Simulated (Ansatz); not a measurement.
From input file to script: Br2Sn, SMILES [Br][Sn][Br] in Ansatz 0.2.0.

```yaml
crystal:
  periodic: [false, false, false]
  atoms:
    - { symbol: Br, position_ang: [-1.7876, 0.4192, -0.9412] }
    - { symbol: Sn, position_ang: [0.3244, 0.8572, 0.2734] }
    - { symbol: Br, position_ang: [1.4524, -1.3412, 0.6545] }
basis:
  gaussian: { orbitals: def2-SVPD }
correlation:
  method: ccsd_t
scf:
  lower_state_search: light
```

The program run on that file:
```console
$ ansatz run input.yaml --threads 1 --pin off --max-ram 4096MiB --backend cpu --events-out ev --progress --plain --runs-dir out
Engine: ansatz 0.2.0, aarch64-unknown-linux-gnu
Functional definition: HF
  exchange = exact_x
  correlation = 0
1212 factors; integrals over basis functions are off by at most 2.1e-4 eV
mean field evaluation 1: about -145788.5619 eV, gradient 1.6e1 eV
mean field evaluation 2: about -145788.6543 eV, gradient 1.7e1 eV
mean field evaluation 4: about -145789.7667 eV, gradient 1.4e0 eV
mean field evaluation 8: about -145789.7898 eV, gradient 6.6e-2 eV
mean field evaluation 16: about -145789.6257 eV, gradient 1.3e0 eV
mean field -145789.78983063 eV, -5357.6759564068 hartree, gradient 8.6e-6 eV, S^2 0.000000; 0 other end points of the search recorded, 0 dependent functions left out
22 core orbitals not correlated: weight in the atoms' cores, before any rotation towards them, 1.000 or more for the frozen orbitals, at most 0.000 for the correlated occupied ones
reference -145789.78983063 eV, -5357.6759564068 hartree; 24, 24 occupied and 68, 68 virtual orbitals, 1212 factors
second order -15.30016097 eV of doubles, -0.00000000 eV of singles
cycle   1  -15.19519522 eV  change    1.0e-1 eV  update   8.8e-2
cycle   2  -15.53079580 eV  change   -3.4e-1 eV  update   2.7e-2
cycle   3  -15.58140903 eV  change   -5.1e-2 eV  update   1.6e-2
cycle   4  -15.56265995 eV  change    1.9e-2 eV  update   4.1e-3
cycle   5  -15.56376778 eV  change   -1.1e-3 eV  update   1.8e-3
cycle   6  -15.56398406 eV  change   -2.2e-4 eV  update   5.9e-4
cycle   7  -15.56365759 eV  change    3.3e-4 eV  update   2.1e-4
cycle   8  -15.56372145 eV  change   -6.4e-5 eV  update   6.4e-5
cycle   9  -15.56374000 eV  change   -1.9e-5 eV  update   1.8e-5
perturbative tasks: 0 of 5775
perturbative tasks: 289 of 5775
perturbative tasks: 578 of 5775
perturbative tasks: 867 of 5775
perturbative tasks: 1156 of 5775
perturbative tasks: 1445 of 5775
perturbative tasks: 1734 of 5775
perturbative tasks: 2023 of 5775
perturbative tasks: 2312 of 5775
perturbative tasks: 2601 of 5775
perturbative tasks: 2890 of 5775
perturbative tasks: 3179 of 5775
perturbative tasks: 3468 of 5775
perturbative tasks: 3757 of 5775
perturbative tasks: 4046 of 5775
perturbative tasks: 4335 of 5775
perturbative tasks: 4624 of 5775
perturbative tasks: 4913 of 5775
perturbative tasks: 5202 of 5775
perturbative tasks: 5491 of 5775
perturbative correction -0.44960066 eV, -0.0165225194 hartree
Total energy: -145805.80317128 eV, -5358.2644358217 hartree
```

The script, `energy_br2sn.py`:
```python
"""Single point of Br2Sn."""

import json
import sys

import ansatz as az

GEOMETRY = """
Br   -1.78760    0.41920   -0.94120
Sn    0.32440    0.85720    0.27340
Br    1.45240   -1.34120    0.65450
"""

molecule = az.Crystal.molecule()
for line in GEOMETRY.strip().splitlines():
    symbol, *xyz = line.split()
    molecule = molecule.atom(symbol, [float(v) for v in xyz])

calc = (
    molecule.calculation()
    .basis(gaussian="def2-SVPD")
    .correlation("CCSD(T)")
    .scf(lower_state_search="light")
)
try:
    data = calc.run(threads=1, pin="off").report
except az.AnsatzError as error:
    sys.exit(f"{type(error).__name__}: {error}")

for key in ("converged", "free_energy_ev", "reference_energy_ev", "n_frozen", "n_occupied", "n_virtual"):
    print(f"{key:22s} {data[key]}")

parts = data["correlation"]
for name in ("random_phase", "coupled_cluster", "perturbative"):
    if name in parts:
        print(f"{name:16s} {parts[name]['energy']['hartree']:12.7f} Ha")
if "second_order" in parts:
    pair = parts["second_order"]
    print(f"MP2 same spin {pair['same_spin']['hartree']:.7f} Ha, opposite spin {pair['opposite_spin']['hartree']:.7f} Ha")
with open("br2sn.json", "w") as handle:
    json.dump({k: data[k] for k in ("free_energy_ev", "reference_energy_ev", "n_occupied", "n_virtual")}, handle, indent=1)
```

```console
$ python energy_br2sn.py
converged              True
free_energy_ev         -145805.80317128476
reference_energy_ev    -145789.78983062782
n_frozen               22
n_occupied             [24, 24]
n_virtual              [68, 68]
coupled_cluster    -0.5719569 Ha
perturbative       -0.0165225 Ha
MP2 same spin -0.1790674 Ha, opposite spin -0.3832031 Ha
```

The settings weren't tested for convergence. The geometry is a force-field or estimated start, not a minimum of this method, and the basis set is short of its limit. def2 sets replace the cores of elements past krypton by effective core potentials. The whole script took 18 s on 1 thread of Arm Neoverse V2, on a shared host, peak memory 0.53 GiB.

(A comment or docstring line of the script was reworded after the run, the code is as it ran; lines on the test bed's own set-up are left out of the output.)
